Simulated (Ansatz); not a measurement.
**CH4STe: one structure at several levels**

One table from this session's results is given with a row withheld; the runs are named, their logs left out.

Computed with Ansatz 0.2.0, Gaussian basis. Level: single points in def2-TZVPP.

Correlated methods freeze the cores. Filled d shells of the heavier atoms are correlated. Core potentials replace the inner electrons past krypton, and spin-orbit coupling is left out.

**The system as given**

7 atoms, charge 0, spin multiplicity 1.

Atoms are counted from 1 here; the program's logs count them from 0.

Bond lengths: C1–Te2 2.180 Å, C1–H4 1.099 Å, C1–H5 1.109 Å, C1–H6 1.095 Å, Te2–S3 2.386 Å, S3–H7 1.266 Å. Angles: Te2–C1–H4 111.0°, Te2–C1–H5 110.4°, Te2–C1–H6 106.2°, H4–C1–H5 112.0°, H4–C1–H6 105.3°, H5–C1–H6 111.5°, C1–Te2–S3 92.9°, Te2–S3–H7 99.0°.

Geometry (Å):

```xyz
7

C    -0.86450    0.59480   -0.31780
Te    0.39900    0.33060    1.43870
S     1.39760   -1.65580    0.57180
H    -1.46710   -0.30410   -0.50930
H    -0.25090    0.87960   -1.19680
H    -1.58570    1.37790   -0.06070
H     2.36850   -1.13450   -0.05070
```

Set-up of the first run:

Input file run/in.yaml:

```yaml
crystal:
  periodic: [false, false, false]
  atoms:
    - {symbol: C, position_ang: [-0.864500, 0.594800, -0.317800]}
    - {symbol: Te, position_ang: [0.399000, 0.330600, 1.438700]}
    - {symbol: S, position_ang: [1.397600, -1.655800, 0.571800]}
    - {symbol: H, position_ang: [-1.467100, -0.304100, -0.509300]}
    - {symbol: H, position_ang: [-0.250900, 0.879600, -1.196800]}
    - {symbol: H, position_ang: [-1.585700, 1.377900, -0.060700]}
    - {symbol: H, position_ang: [2.368500, -1.134500, -0.050700]}
basis:
  gaussian: {orbitals: def2-TZVPP}
correlation: {method: ccsd_t}
output: {forces: true}
```

The command line of these runs was not kept.

Among the steps run: CCSD(T)/def2-TZVPP; PBE0-D4/def2-TZVPP; wB97M-V/def2-TZVPP; r2SCAN-D4/def2-TZVPP; PBE-D4/def2-TZVPP; CAM-B3LYP-D4/def2-TZVPP; revPBE-D4/def2-TZVPP.

One of the session's tables, all rows but one given; the rest of the session is left out.

| method | RMS force component (eV/Å) | angle to CCSD(T) forces (°) | dipole (D) |
| --- | --- | --- | --- |
| CCSD(T) | 0.794 | reference | 1.57 |
| PBE0-D4 | 0.841 | 4.2 | 1.66 |
| wB97M-V | 0.812 | 5.3 | 1.62 |
| r2SCAN-D4 | 0.834 | 3.2 | 1.67 |
| PBE-D4 | ? | ? | ? |
| CAM-B3LYP-D4 | 0.802 | 3.6 | 1.65 |
| revPBE-D4 | 0.887 | 11.2 | 1.57 |

**Question.** Estimate the row for PBE-D4.

The run gave: RMS force component (eV/Å): 0.886; angle to CCSD(T) forces (°): 9.5; dipole (D): 1.57. In the column «RMS force component (eV/Å)» it lies between PBE0-D4 (0.841) and revPBE-D4 (0.887).
